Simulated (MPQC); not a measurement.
**GeHCl (SMILES [Cl][GeH]): levels of theory compared**

Aim: a comparison of 5 runs (HF/def2-SVP, HF/pcseg-2, B3LYP/cc-pVDZ, BLYP/def2-SVP, PBE0/def2-SVP) of GeHCl. 

Program for the calculation: MPQC 2.3.1.

## 1. The structure to begin with

The species is GeHCl (3 atoms), meant as a singlet with charge 0. As SMILES, `[Cl][GeH]`. Geometry: a GFN2-xTB relaxation, a rough one for these elements and not checked as a minimum.

Bond lengths: Cl1–Ge2 2.130 Å, Ge2–H3 1.668 Å. Angles: Cl1–Ge2–H3 95.1°.

## 2. Energy and forces at HF/def2-SVP (run 1)

run.in

```
molecule<Molecule>: (
    symmetry = c1
    unit = bohr
    { atoms geometry } = {
        Cl [ 2.24438992  -1.64139721   1.03547543 ]
        Ge [ -1.24377994  -0.73285469  -0.75417080 ]
        H  [ -1.00060998   2.37425190  -0.28130463 ]
    }
)
basis<GaussianBasisSet>: (
    name = "def2-SVP"
    molecule = $:molecule
    basisdir = "."
    puream = yes
)
mpqc: (
    checkpoint = no
    savestate = no
    restart = no
    do_energy = yes
    do_gradient = yes
    optimize = no
    mole<CLHF>: (
        molecule = $:molecule
        basis = $:basis
        total_charge = 0
        memory = 1000000000
        print_evals = yes
        maxiter = 120
        value_accuracy = 1e-08
        guess_wavefunction<CLHF>: (
            molecule = $:molecule
            total_charge = 0
            memory = 1000000000
            value_accuracy = 1e-3
            basis<GaussianBasisSet>: (
                name = "STO-3G"
                molecule = $:molecule
            )
        )
    )
)
```

The basis set def2-SVP is read from a file made from the Basis Set Exchange's data (not shown).

On the command line:

```sh
mpqc run.in > run.out
```

What it wrote:

```text
MPQC: Massively Parallel Quantum Chemistry
[...]
  LUMO is    26   A =   0.007400
  total scf energy = -2535.0495291448
[...]
Value of the MolecularEnergy: -2535.0495291448
  Gradient of the MolecularEnergy:
      1   -0.0199091927
      2    0.0060429201
      3   -0.0101205154
      4    0.0173477290
      5   -0.0264745571
      6    0.0064897424
      7    0.0025614637
      8    0.0204316370
      9    0.0036307730
  Function Parameters:
    value_accuracy    = 2.675533e-09 (1.000000e-08) (computed)
[...]
      symmetry = c1
[...]
```

It took 2.5 s on 1 thread of Arm Neoverse V1, shared host; peak memory 0.13 GiB.

## 3. Energy and forces at HF/pcseg-2 (run 2)

run.in

```
molecule<Molecule>: (
  symmetry = c1
  unit = bohr
  { atoms geometry } = {
    Cl [ 2.24438992    -1.64139721     1.03547543 ]
    Ge [ -1.24377994    -0.73285469    -0.75417080 ]
    H  [ -1.00060998     2.37425190    -0.28130463 ]
  }
)
basis<GaussianBasisSet>: (
  name = "pcseg-2"
  molecule = $:molecule
  basisdir = "."
  puream = yes
)
mpqc: (
  checkpoint = no
  savestate = no
  restart = no
  do_energy = yes
  do_gradient = yes
  optimize = no
  mole<CLHF>: (
    molecule = $:molecule
    basis = $:basis
    total_charge = 0
    memory = 1000000000
    print_evals = yes
    maxiter = 120
    value_accuracy = 1e-08
    guess_wavefunction<ExtendedHuckelWfn>: (
      molecule = $:molecule
      total_charge = 0
      multiplicity = 1
      basis<GaussianBasisSet>: (
        name = "STO-3G"
        molecule = $:molecule
      )
    )
  )
)
```

The basis set pcseg-2 is read from a file made from the Basis Set Exchange's data (not shown).

On the command line:

```sh
mpqc -o run.out run.in
```

What it wrote:

```text
MPQC: Massively Parallel Quantum Chemistry
[...]
  CLSCF::init: total charge = 0
[...]
  nbasis = 91
[...]
  iter     1 energy = -2372.1833235299 delta = 1.52149e-01
[...]
  LUMO is    26   A =  -0.000046
  total scf energy = -2535.4865032818
[...]
Value of the MolecularEnergy: -2535.4865032818
  Gradient of the MolecularEnergy:
      1   -0.0172561032
      2    0.0048617013
      3   -0.0088131376
      4    0.0153088109
      5   -0.0244771972
      6    0.0056046463
      7    0.0019472923
      8    0.0196154959
      9    0.0032084913
  Function Parameters:
    value_accuracy    = 2.603357e-09 (1.000000e-08) (computed)
[...]
      symmetry = c1
[...]
```

It took 27 s on 1 thread of Arm Neoverse V1, shared host; peak memory 0.49 GiB.

Runs 3 to 4 aren't shown in full; the table further down has their settings and results.

## 4. Energy and forces at PBE0/def2-SVP (run 5)

job.in

```
% emacs should use -*- KeyVal -*- mode
molecule<Molecule>: (
   symmetry = c1
   unit = angstrom
   { atoms geometry } = {
      Cl [ 1.187680      -0.868590       0.547950 ]
      Ge [ -0.658180      -0.387810      -0.399090 ]
      H  [ -0.529500       1.256400      -0.148860 ]
   }
)
basis<GaussianBasisSet>: (
   name = "def2-SVP"
   molecule = $:molecule
   basisdir = "."
   puream = yes
)
mpqc: (
   checkpoint = no
   savestate = no
   restart = no
   do_energy = yes
   do_gradient = yes
   optimize = no
   mole<CLKS>: (
      molecule = $:molecule
      basis = $:basis
      total_charge = 0
      memory = 1000000000
      print_evals = yes
      maxiter = 120
      value_accuracy = 1e-08
      functional<SumDenFunctional>: (
         a0 = 0.25
         coefs = [ 0.75 1 ]
         funcs: [ <PBEXFunctional>: () <PBECFunctional>: () ]
      )
      integrator<RadialAngularIntegrator>: ( grid = xfine )
      guess_wavefunction<CLHF>: (
         molecule = $:molecule
         total_charge = 0
         memory = 1000000000
         value_accuracy = 1e-3
         basis<GaussianBasisSet>: (
            name = "STO-3G"
            molecule = $:molecule
         )
      )
   )
)
```

The basis set def2-SVP is read from a file made from the Basis Set Exchange's data (not shown).

On the command line:

```sh
mpqc job.in > job.out
```

What it wrote:

```text
MPQC: Massively Parallel Quantum Chemistry
[...]
  WARNING: BeckeIntegrationWeight usually uses the atomic maximum
           probability radius, however this is not available for
[...]
  Integrated electron density error = -0.002520758211
  iter     1 energy = -2534.7006545872 delta = 2.70245e-01
[...]
  Integrated electron density error = -0.000001374854
  iter    12 energy = -2536.9890913468 delta = 5.38986e-07
  Integrated electron density error = -0.000001374851
  iter    13 energy = -2536.9890913470 delta = 1.01236e-07
  Integrated electron density error = -0.000001374851
  iter    14 energy = -2536.9890913470 delta = 2.11521e-08
[...]
  LUMO is    26   A =  -0.106839
  total scf energy = -2536.9890913470
[...]
  Integrated electron density error = -0.000001376012
  Total Gradient:
[...]
Value of the MolecularEnergy: -2536.9890913470
  Gradient of the MolecularEnergy:
      1   -0.0172877017
      2    0.0044833152
      3   -0.0089056831
      4    0.0161980912
      5   -0.0184734157
      6    0.0067793513
      7    0.0010896104
      8    0.0139901005
      9    0.0021263317
  Closed Shell Kohn-Sham (CLKS) Parameters:
    Function Parameters:
[...]
        symmetry = c1
[...]
```

It took 19 s on 1 thread of Arm Neoverse V1, shared host; peak memory 0.14 GiB.

## 5. The series

| run | level | starting guess | integration grid | energy (Eh) | HOMO energy (eV) | LUMO energy (eV) | HOMO–LUMO gap (eV) | wall time |
| --- | --- | --- | --- | --- | --- | --- | --- | --- |
| 1 | HF/def2-SVP | STO-3G | – | -2535.049529 | -9.42 | 0.20 | 9.62 | 2.5 s |
| 2 | HF/pcseg-2 | huckel STO-3G | – | -2535.486503 | -9.50 | 0.00 | 9.50 | 27 s |
| 3 | B3LYP/cc-pVDZ | STO-3G | xfine | -2537.848687 | -6.81 | -3.16 | 3.65 | 47 s |
| 4 | BLYP/def2-SVP | STO-3G | xfine | -2537.460100 | -5.67 | -3.53 | 2.14 | 20 s |
| 5 | PBE0/def2-SVP | STO-3G | xfine | -2536.989091 | -6.96 | -2.91 | 4.05 | 19 s |

## 6. Results

| quantity | value |
| --- | --- |
| run 5: total energy | -2536.98909 Eh |
| run 5: HOMO energy | -6.96 eV |
| run 5: LUMO energy | -2.91 eV |
| run 5: HOMO–LUMO gap | 4.05 eV |
| run 5: largest force on an atom | 1.311 eV/Å |

The HOMO–LUMO gap runs from 2.14 eV (BLYP/def2-SVP) to 9.62 eV (HF/def2-SVP). Exact exchange widens orbital gaps. Totals of different functionals can't be ranked against each other. All runs together took 1.9 min, the longest 47 s.
